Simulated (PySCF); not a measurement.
# GeHF2 (SMILES [F][GeH][F]), run twice

Aim: a single-point energy of GeHF2 at CASCI(7,9)/ma-def2-SVP.

The calculation is run with PySCF 2.14.0.

4 further runs of the same task are left out: 2 that didn't finish, 2 set aside as unsound or not needed.

## 1. The structure to begin with

GeHF2: 4 atoms, total charge 0, spin state doublet. As SMILES, `[F][GeH][F]`. The shape is that of a PBE0-D4/def2-TZVP optimisation.

Bond lengths: F1–Ge2 1.732 Å, Ge2–F3 1.732 Å, Ge2–H4 1.564 Å. Angles: F1–Ge2–F3 103.8°, F1–Ge2–H4 106.9°, F3–Ge2–H4 107.0°.

## 2. First attempt

calc.py reads:

```python
# [F][GeH][F]
from pyscf import gto, mcscf

mol = gto.M(
    atom='''
F
Ge 1 1.732433
F 2 1.732394 1 103.8318
H 2 1.563799 3 106.95246 1 -112.88525
''',
    max_memory=1860,
    verbose=3,
    spin=1,
    charge=0,
    basis='ma-def2-svp',
)

mf = mol.ROHF()
mf.max_cycle = 20
mf.init_guess = '1e'
mf.kernel()

cas = mcscf.CASCI(mf, 9, 7)
cas.fix_spin_(ss=0.75)
cas.natorb = True
cas.kernel()
etot = cas.e_tot
print(f'total energy: {etot:.8f} hartree')
mf.analyze()
```

The run is started by

```
$ OMP_NUM_THREADS=1 python calc.py
```

Output:

```text
SCF not converged.
SCF energy = -2274.43934529998
CASCI E = -2274.44079348554  E(CI) = -11.4408681568002  S^2 = 0.7500000
total energy: -2274.44079349 hartree
**** MO energy ****
                Roothaan           | alpha              | beta
MO #1   energy= -405.28859359815   | -405.290141926713  | -405.287037865561  occ= 2
MO #2   energy= -52.212242564225   | -52.2140463916533  | -52.2104355104553  occ= 2
MO #3   energy= -46.3137883880495  | -46.3162977344703  | -46.3112767883975  occ= 2
MO #4   energy= -46.3134450350417  | -46.3143077632305  | -46.3125795724173  occ= 2
MO #5   energy= -46.3129675103307  | -46.3140544903095  | -46.3118771900941  occ= 2
MO #6   energy= -26.2836520396596  | -26.2849265211538  | -26.2829359724983  occ= 2
MO #7   energy= -26.2835646197808  | -26.2843774638123  | -26.2823878707247  occ= 2
MO #8   energy= -7.27379822016593  | -7.27848711846717  | -7.26911659893666  occ= 2
MO #9   energy= -5.25257590189917  | -5.25436726738277  | -5.25079526940099  occ= 2
MO #10  energy= -5.25148946486025  | -5.25669755289907  | -5.24629017679359  occ= 2
MO #11  energy= -5.25017492758253  | -5.25407636554951  | -5.24628478149469  occ= 2
MO #12  energy= -1.74281245033683  | -1.74505245747827  | -1.74058673077892  occ= 2
MO #13  energy= -1.73289368419921  | -1.73566921744054  | -1.73012677084435  occ= 2
MO #14  energy= -1.72397233447969  | -1.7281329805014   | -1.71982026925476  occ= 2
MO #15  energy= -1.72319376226028  | -1.72613358013118  | -1.72026379514151  occ= 2
MO #16  energy= -1.72235983160662  | -1.7254250299082   | -1.71930337917561  occ= 2
[... 50 lines of this table left out ...]
MO #67  energy= 3.45719364723442   | 3.45527500531768   | 3.45909204305851   occ= 0
MO #68  energy= 3.470636649341     | 3.46939831357696   | 3.47185422340255   occ= 0
MO #69  energy= 3.48193031792737   | 3.4806260068824    | 3.48321386398948   occ= 0
MO #70  energy= 3.51727380093048   | 3.51454481080911   | 3.51998061069326   occ= 0
MO #71  energy= 3.52048157186901   | 3.51805543275489   | 3.52288846422365   occ= 0
MO #72  energy= 3.61464563090424   | 3.61265250239994   | 3.61661832134669   occ= 0
MO #73  energy= 3.79183512539501   | 3.78910996418847   | 3.79453968534409   occ= 0
MO #74  energy= 3.95341869016639   | 3.95080896406302   | 3.95600870070524   occ= 0
 ** Mulliken atomic charges  **
charge of    0F =     -0.57092
charge of    1Ge =      1.22903
charge of    2F =     -0.57088
charge of    3H =     -0.08723
Dipole moment(X, Y, Z, Debye):  1.97469,  0.07926, -2.51928
```

Wall time 2.2 s (1 thread of Arm Neoverse V1, shared host); peak memory 0.15 GiB.

## 3. What went wrong

The iterations ended before the threshold was met.

The log says `SCF not converged.`. The cause is that the starting guess is poor and few iterations are allowed. The sound input differs in these keys, not all of which need be the cause: starting guess minao in place of 1e; iteration cap 100 in place of 20.

## 4. The mended input

job.py reads:

```python
from pyscf import gto, mcscf

mol = gto.M(
    atom='''
F
Ge 1 1.732433
F 2 1.732394 1 103.8318
H 2 1.563799 3 106.95246 1 -112.88525
''',
    spin=1,
    basis='ma-def2-svp',
    verbose=3,
    max_memory=1860,
)

mf = mol.ROHF()
mf.max_cycle = 100
mf.kernel()

cas = mcscf.CASCI(mf, 9, 7)
cas.fix_spin_(ss=0.75)
cas.natorb = True
cas.kernel()
etot = cas.e_tot
print('E = %.10f Eh' % etot)
mf.analyze()
```

The run is started by

```
$ OMP_NUM_THREADS=1 python job.py
```

Output:

```text
converged SCF energy = -2274.43934533455
CASCI E = -2274.44079378903  E(CI) = -11.4412750524066  S^2 = 0.7500000
E = -2274.4407937890 Eh
**** MO energy ****
                Roothaan           | alpha              | beta
MO #1   energy= -405.288621695821  | -405.29017263214   | -405.287070759502  occ= 2
MO #2   energy= -52.2122717957384  | -52.2140759651032  | -52.2104676263736  occ= 2
MO #3   energy= -46.3138176049359  | -46.3163276589572  | -46.3113075509146  occ= 2
MO #4   energy= -46.3134718171834  | -46.3143350645141  | -46.3126085698526  occ= 2
MO #5   energy= -46.3129949124894  | -46.3140818360041  | -46.3119079889747  occ= 2
MO #6   energy= -26.2836210961334  | -26.2846172631952  | -26.2826249290711  occ= 2
MO #7   energy= -26.2836006926279  | -26.2845957624501  | -26.2826056228055  occ= 2
MO #8   energy= -7.27383071463987  | -7.27851265415925  | -7.26914877512385  occ= 2
MO #9   energy= -5.2526024074474   | -5.25438761028551  | -5.25081720460931  occ= 2
MO #10  energy= -5.25151732568058  | -5.2567267206134   | -5.24630793075533  occ= 2
MO #11  energy= -5.25020786088423  | -5.25409180598251  | -5.24632391580523  occ= 2
MO #12  energy= -1.74283949538139  | -1.74507097091406  | -1.74060801984872  occ= 2
MO #13  energy= -1.73292087395843  | -1.73569136413995  | -1.73015038406918  occ= 2
MO #14  energy= -1.72400064458196  | -1.72815514614985  | -1.71984614265364  occ= 2
MO #15  energy= -1.72322756953006  | -1.72616068167622  | -1.7202944573839   occ= 2
MO #16  energy= -1.72238739367159  | -1.72544509817285  | -1.7193296896748   occ= 2
[... 50 lines of this table left out ...]
MO #67  energy= 3.45720004401141   | 3.45528989506867   | 3.45911019311541   occ= 0
MO #68  energy= 3.47064299606048   | 3.46941366469041   | 3.47187232743055   occ= 0
MO #69  energy= 3.48193587545547   | 3.48064059036804   | 3.48323116054289   occ= 0
MO #70  energy= 3.51727980069629   | 3.5145607886409    | 3.51999881275167   occ= 0
MO #71  energy= 3.52048819775479   | 3.51807061904889   | 3.5229057766839    occ= 0
MO #72  energy= 3.61465299328018   | 3.61267031422383   | 3.61663567233197   occ= 0
MO #73  energy= 3.79183743627398   | 3.78912275345064   | 3.79455211913659   occ= 0
MO #74  energy= 3.95341944346837   | 3.95081984205625   | 3.95601904488048   occ= 0
 ** Mulliken atomic charges  **
charge of    0F =     -0.57091
charge of    1Ge =      1.22899
charge of    2F =     -0.57090
charge of    3H =     -0.08718
Dipole moment(X, Y, Z, Debye):  1.97449,  0.07907, -2.51920
```

It took 1.8 s on 1 thread of Arm Neoverse V1, shared host; peak memory 0.15 GiB.

## 5. Outcome

At CASCI(7,9)/ma-def2-SVP:

| quantity | value |
| --- | --- |
| total energy | -2274.44079 Eh |
| dipole moment (Hartree–Fock density) | 3.20 D |
